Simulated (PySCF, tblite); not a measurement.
**C₄H₁₃B₂NO₂: geometry, infrared bands and NMR shifts**

What infrared bands and NMR shifts should C₄H₁₃B₂NO₂ (`BOB(NC)OC(C)C`) show?

Programs: tblite 0.8.0 and PySCF 2.14.0, with density-fitted response routines of our own. Each step states its level of theory. These are calculated values for one molecule in the gas phase, unless marked as measured. Atoms are numbered from 0 throughout.

## (1) The starting structure

22 atoms, charge 0, multiplicity 1; geometry from: force field or distance geometry start.

Bonds of the start (Å): B0–O1 1.46, O1–B2 1.47, B2–N3 1.53, N3–C4 1.43, B2–O5 1.45, O5–C6 1.39, C6–C7 1.51, C6–C8 1.53, B0–H9 1.20, B0–H10 1.18, N3–H11 1.06, C4–H12 1.09, C4–H13 1.11, C4–H14 1.12, C6–H15 1.11, C7–H16 1.10, C7–H17 1.12, C7–H18 1.12, C8–H19 1.11, C8–H20 1.10, C8–H21 1.10.

## (2) Geometry optimisation with GFN2-xTB

What the job is given:

```
{"job": {"kind": "relax", "xc": "GFN2-xTB", "basis": "xTB"}, "charge": 0, "multiplicity": 1}
B     -1.579300    -2.261800    -0.584800
O     -0.536400    -1.313300    -0.964500
B     -0.798300     0.019400    -0.397900
N     -2.163400     0.152700     0.271700
C     -2.891300     1.335400    -0.059200
O      0.360800     0.766400     0.063300
C      1.547000     0.058400    -0.092700
C      2.549600     0.737200    -0.999600
C      2.216600    -0.253100     1.242000
H     -2.674400    -2.215600    -1.079600
H     -1.548800    -2.735300     0.499600
H     -2.087300     0.000000     1.316000
H     -3.738200     1.205800    -0.738600
H     -2.237300     2.114800    -0.515100
H     -3.316000     1.773700     0.874600
H      1.306800    -0.932700    -0.530100
H      2.745800     1.783800    -0.714200
H      2.140100     0.665100    -2.034700
H      3.470100     0.101000    -0.958400
H      3.246800    -0.601200     1.006900
H      2.277400     0.684200     1.818500
H      1.699100    -1.065600     1.774400
```

Run with:

```console
$ OMP_NUM_THREADS=1 python probes_run.py task.json out
```

One launch serves the whole session: the jobs run in the order shown.

**Question.** This job is followed by: GFN2-xTB harmonic vibrations, gas phase; GIAO PBE0/pcSseg-1 NMR shielding, non-relativistic, gas phase. What will the session give for the following? strongest single infrared mode (GFN2-xTB); zero-point energy (GFN2-xTB); ¹³C shifts against TMS (PBE0/pcSseg-1, means over atoms taken as alike); ¹H shifts against TMS (PBE0/pcSseg-1, means over atoms taken as alike); ¹¹B shifts against BF3·OEt2 (PBE0/pcSseg-1); ¹⁷O shifts against H2O (PBE0/pcSseg-1); ¹⁵N shifts against NH3 (PBE0/pcSseg-1); surface potential, 1st and 99th percentile.

**Answer**, as computed:

| quantity | value |
| --- | --- |
| strongest single infrared mode (GFN2-xTB) | 1472 cm⁻¹, 667 km/mol |
| zero-point energy (GFN2-xTB) | 112.5 kcal/mol |
| ¹³C shifts against TMS (PBE0/pcSseg-1, means over atoms taken as alike) | 69.3, 30.1, 26.4 ppm |
| ¹H shifts against TMS (PBE0/pcSseg-1, means over atoms taken as alike) | 5.40, 4.14, 2.95, 1.77, 1.26 ppm |
| ¹¹B shifts against BF3·OEt2 (PBE0/pcSseg-1) | 42.9, 17.4 ppm |
| ¹⁷O shifts against H2O (PBE0/pcSseg-1) | 244.6, 119.2 ppm |
| ¹⁵N shifts against NH3 (PBE0/pcSseg-1) | 64.2 ppm |
| surface potential, 1st and 99th percentile | -0.98 V and 1.33 V |

In words: Relaxing lowered the energy by 2.738 eV in 117 steps; the close pair that moved most is B0–O1, from 1.460 to 1.305 Å. All 60 modes are real, so the xTB geometry is a minimum. GFN2-xTB is a fitted tight-binding method: band positions and strengths are rough. Its intensities can rank the bands wrongly. At PBE0/pcSseg-1: The widest tensor belongs to O1: span 342 ppm, with a paramagnetic part of -306 ppm. At PBE0/pcSseg-1, counted by nearest atom on the grid, the HOMO lies on N3 53 %; O5 9 %, the LUMO on B0 43 %; H9, H10 about 16 % each.
